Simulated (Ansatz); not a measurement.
# FH2OSn radical: basis-set convergence

One table from this session's results is given with a row withheld; the runs are named, their logs left out.

Computed with Ansatz 0.2.0, Gaussian basis. Level: one geometry, several basis sets.

Plan: PBE0-D4/def2-SVP; ωB97M-V/def2-SVP; PBE0-D4/def2-QZVPP; ωB97M-V/def2-QZVPP; the functionals' def2-TZVPP values are taken from earlier runs.

## Structure used throughout

All runs share one geometry, relaxed beforehand with PBE0-D4 in a triple-zeta def2 set. Sn takes the def2 core potential; no spin-orbit term is included.

SMILES `[OH][SnH][F]`, 5 atoms, charge 0, spin multiplicity 2.

Atoms are counted from 1 here; the program's logs count them from 0.

Bond lengths: O1–Sn2 1.962 Å, O1–H4 0.962 Å, Sn2–F3 1.934 Å, Sn2–H5 1.742 Å. Angles: Sn2–O1–H4 113.4°, O1–Sn2–F3 102.5°, O1–Sn2–H5 105.8°, F3–Sn2–H5 106.5°.

The first run:

in.yaml reads:

```yaml
crystal:
  periodic: [false, false, false]
  atoms:
    - {symbol: O, position_ang: [-0.684103, -1.180613, 0.020850]}
    - {symbol: Sn, position_ang: [0.295424, 0.403648, 0.636085]}
    - {symbol: F, position_ang: [-0.050476, 1.682416, -0.773064]}
    - {symbol: H, position_ang: [-1.495184, -0.969019, -0.450874]}
    - {symbol: H, position_ang: [1.984239, -0.010132, 0.525504]}
basis:
  gaussian: {orbitals: def2-SVP}
magnetization: {spin_polarized: true, initial_magnetization: 1}
hamiltonian: {xc: pbe0, dispersion: d4}
output: {orbitals: {seedname: orbitals}}
```

Steps of the session up to this table: PBE0-D4 in def2-SVP; ωB97M-V in def2-SVP; PBE0-D4 in def2-QZVPP; ωB97M-V in def2-QZVPP.

One of the session's tables, all rows but one given; the rest of the session is left out.

It belongs to the step «Density functionals: the series». 

```
functional       basis  HOMO (eV)  LUMO (eV)
   PBE0-D4    def2-SVP      -6.79      -3.73
   PBE0-D4  def2-TZVPP          ?          ?
   PBE0-D4  def2-QZVPP      -7.01      -3.91
   ωB97M-V    def2-SVP      -8.82      -1.89
   ωB97M-V  def2-TZVPP      -9.04      -2.11
   ωB97M-V  def2-QZVPP      -9.08      -2.18
```

Estimate the missing values for PBE0-D4, def2-TZVPP.

The run gave: HOMO (eV): -6.97; LUMO (eV): -3.88. In the column «HOMO (eV)» it lies between PBE0-D4, def2-QZVPP (-7.01) and PBE0-D4, def2-SVP (-6.79).
